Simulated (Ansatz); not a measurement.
# C3H6OSi: a ladder of functionals and wavefunction methods

An exercise on one series of results from a longer session: the logs are not shown, and one member is left open.

Method: functionals in def2-TZVPP, the program's frozen cores in correlated methods; program: Ansatz 0.2.0, Gaussian basis.

Levels to be run: LDA (SPW92), PBE-D4, revPBE-D4, BLYP-D4, r2SCAN-D4, B97M-V, PBE0-D4, B3LYP-D4, r2SCANh-D4, r2SCAN0-D4, HSE06-D4, BHLYP-D4, CAM-B3LYP-D4, LC-ωPBE, ωB97X-V, ωB97M-V, B2PLYP, PBE-QIDH; CCSD(T)/def2-SVP; CCSD(T)/def2-TZVPP; MP2/def2-QZVPP; extrapolation to the limit; RPA on PBE.

### The relaxed structure

An earlier PBE0-D4 in a triple-zeta def2 set relaxation fixed the geometry.

SMILES `C#C[SiH2]CO`, 11 atoms, charge 0, spin multiplicity 1.

Atoms are counted from 1 here; the program's logs count them from 0.

Bond lengths: C1–C2 1.207 Å, C1–H6 1.066 Å, C2–Si3 1.831 Å, Si3–C4 1.889 Å, Si3–H7 1.486 Å, Si3–H8 1.483 Å, C4–O5 1.418 Å, C4–H9 1.100 Å, C4–H10 1.094 Å, O5–H11 0.963 Å. Angles: C2–C1–H6 179.0°, C1–C2–Si3 176.3°, C2–Si3–C4 105.4°, C2–Si3–H7 109.4°, C2–Si3–H8 108.4°, C4–Si3–H7 111.9°, C4–Si3–H8 111.6°, H7–Si3–H8 110.0°, Si3–C4–O5 111.5°, Si3–C4–H9 110.0°, Si3–C4–H10 109.9°, O5–C4–H9 111.8°, O5–C4–H10 106.8°, H9–C4–H10 106.6°, C4–O5–H11 108.1°.

The first run:

The input, in.yaml:

```yaml
crystal:
  periodic: [false, false, false]
  atoms:
    - {symbol: C, position_ang: [-1.499882, 0.876894, 1.851825]}
    - {symbol: C, position_ang: [-0.664297, 0.179794, 1.329733]}
    - {symbol: Si, position_ang: [0.581486, -0.820016, 0.435199]}
    - {symbol: C, position_ang: [0.779122, 0.012551, -1.249392]}
    - {symbol: O, position_ang: [-0.475563, 0.229965, -1.872772]}
    - {symbol: H, position_ang: [-2.235618, 1.484105, 2.328313]}
    - {symbol: H, position_ang: [1.853784, -0.825730, 1.203267]}
    - {symbol: H, position_ang: [0.063374, -2.203802, 0.303729]}
    - {symbol: H, position_ang: [1.348710, 0.947009, -1.143014]}
    - {symbol: H, position_ang: [1.357082, -0.632310, -1.917153]}
    - {symbol: H, position_ang: [-1.042996, 0.694538, -1.249233]}
basis:
  gaussian: {orbitals: def2-TZVPP}
hamiltonian: {xc: lda}
output: {orbitals: {seedname: orbitals}}
```

Among the steps run: LDA; PBE-D4 (GGA); revPBE-D4 (GGA); BLYP-D4 (GGA); r2SCAN-D4 (meta-GGA); B97M-V (meta-GGA); PBE0-D4 (hybrid); B3LYP-D4 (hybrid); r2SCANh-D4 (hybrid); r2SCAN0-D4 (hybrid); HSE06-D4 (hybrid); BHLYP-D4 (hybrid); CAM-B3LYP-D4 (range-separated); LC-ωPBE (range-separated); ωB97X-V (range-separated); ωB97M-V (range-separated); B2PLYP (double hybrid); PBE-QIDH (double hybrid).

One table of the session follows, with a row left open; its other results are not shown here.

It belongs to the step «Frontier levels by functional». 

```
  functional  HOMO (eV)  gap (eV)
 LDA (SPW92)      -6.19      4.70
      PBE-D4      -6.05      4.80
   revPBE-D4      -6.00      4.84
     BLYP-D4      -5.97      4.86
   r2SCAN-D4      -6.35      5.35
      B97M-V      -6.51      5.49
     PBE0-D4      -7.55      7.24
    B3LYP-D4      -7.33      6.81
  r2SCANh-D4      -6.92      6.25
  r2SCAN0-D4      -7.76      7.59
    HSE06-D4          ?         ?
    BHLYP-D4      -8.95      9.64
CAM-B3LYP-D4      -8.98      9.76
     LC-ωPBE     -10.30     12.23
     ωB97X-V      -9.97     11.79
     ωB97M-V      -9.88     11.49
```

Estimate the missing values for HSE06-D4.

**Answer.** HOMO (eV): -7.15; gap (eV): 6.46. In the column «HOMO (eV)» it lies between B3LYP-D4 (-7.33) and r2SCANh-D4 (-6.92).
